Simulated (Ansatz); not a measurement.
# FeNiPt2: ferro- or antiferromagnet

Aim: compare arrangements of the moments in a cell of FeNiPt2: parallel, none, and patterns of up and down. The runs shown use LAPW. Companion runs by PAW are cited. Its runs: parallel moments (LAPW); moments start +-++ (LAPW); moments start +-+- (LAPW).

Method: DFT, PBEsol, all-electron LAPW, scalar-relativistic, in Ansatz 0.2.0.

### 1 The system as given

Symmetry: P4/mmm, No. 123, tetragonal system. Conventional cell: a = 3.858 Å, b = 3.858 Å, c = 3.640 Å, α = 90.00°, β = 90.00°, γ = 90.00°. Fe (site symmetry 4/mmm) is surrounded by 8 Pt at 2.65 Å and 4 Ni at 2.73 Å. Ni (site symmetry 4/mmm) is surrounded by 8 Pt at 2.65 Å and 4 Fe at 2.73 Å. Around Pt (site symmetry mmm) lie 4 Fe at 2.65 Å and 4 Ni at 2.65 Å and 4 Pt at 2.73 Å.

Coordinates:

```xyz
4
Lattice="3.8579 0.0000 0.0000 0.0000 3.8579 0.0000 0.0000 0.0000 3.6396" Properties=species:S:1:pos:R:3 pbc="T T T"
Fe    0.0000    0.0000    0.0000
Ni    1.9290    1.9290    0.0000
Pt    1.9290    0.0000    1.8198
Pt    0.0000    1.9290    1.8198
```

In patterns such as +-, the signs follow the magnetic atoms in the order of the input.

Atoms are numbered in the order of the input: Fe1, Ni2, Pt3, Pt4.

### 2 Parallel moments, LAPW

Contents of input.yaml:

```yaml
crystal:
  lattice:
    - [3.8579134, 0.0, 0.0]
    - [0.0, 3.8579134, 0.0]
    - [0.0, 0.0, 3.63962714]
  atoms:
    - { symbol: Fe, position: [0.0, 0.0, 0.0], spin: 3.0 }
    - { symbol: Ni, position: [0.5, 0.5, 0.0], spin: 1.5 }
    - { symbol: Pt, position: [0.5, 0.0, 0.5], spin: 0.6 }
    - { symbol: Pt, position: [0.0, 0.5, 0.5], spin: 0.6 }
magnetization:
  spin_polarized: true
kpoints:
  mp_grid: { grid: [8, 8, 8] }
scf:
  occupations: { method: fermi_dirac, width: 0.03 }
  lower_state_search: "off"
hamiltonian:
  xc: pbesol
  pseudopotentials: { kind: all_electron, lapw: { basis_error: 0.001 } }
output:
  forces: true
  stress: true
  eigenvalues: true
  populations: true
```

Started as:

```bash
ansatz run input.yaml --threads 2 --pin off --max-ram 6144MiB --backend cpu --events-out ev --progress --plain --runs-dir out
```

### 3 Moments start +-++, LAPW

input.yaml, as its differences from that of step 2:

```diff
@@ -7,3 +7,3 @@
     - { symbol: Fe, position: [0.0, 0.0, 0.0], spin: 3.0 }
-    - { symbol: Ni, position: [0.5, 0.5, 0.0], spin: 1.5 }
+    - { symbol: Ni, position: [0.5, 0.5, 0.0], spin: -1.5 }
     - { symbol: Pt, position: [0.5, 0.0, 0.5], spin: 0.6 }
```

### 4 Moments start +-+-, LAPW

input.yaml, as its differences from that of step 3:

```diff
@@ -9,3 +9,3 @@
     - { symbol: Pt, position: [0.5, 0.0, 0.5], spin: 0.6 }
-    - { symbol: Pt, position: [0.0, 0.5, 0.5], spin: 0.6 }
+    - { symbol: Pt, position: [0.0, 0.5, 0.5], spin: -0.6 }
 magnetization:
```

(Steps that only read results are left out.)

**Question.** What will these runs give? Wanted: lowest state (for each run or level that gives them).

As calculated:

| quantity | value |
| --- | --- |
| lowest state (LAPW), reached from several starts | Fe1 3.23, Ni2 0.83, Pt3 0.41, Pt4 0.41 μB |
| lowest state (PAW), reached from several starts | Fe1 3.20, Ni2 0.84, Pt3 0.41, Pt4 0.41 μB |
| its gain over no spin (PAW) | 1052.2 meV/cell |

In words: By LAPW the starts «moments start +-+-» and «moments start +-++» end in one state, the lowest found. By PAW the starts «moments start +++-» and «moments start +---» end in one state, the lowest found. A run can end in another pattern than it began with. Only this cell's orders were tried, so longer waves of spin are out of reach. The magnetic state is the one reached from the start moments in this cell; it needn't be the ground state. Spin-orbit coupling is left out, though the cell holds Pt; in elements this heavy it can shift bands and gaps by tenths of an eV. The k mesh (8×8×8) wasn't tested for convergence.
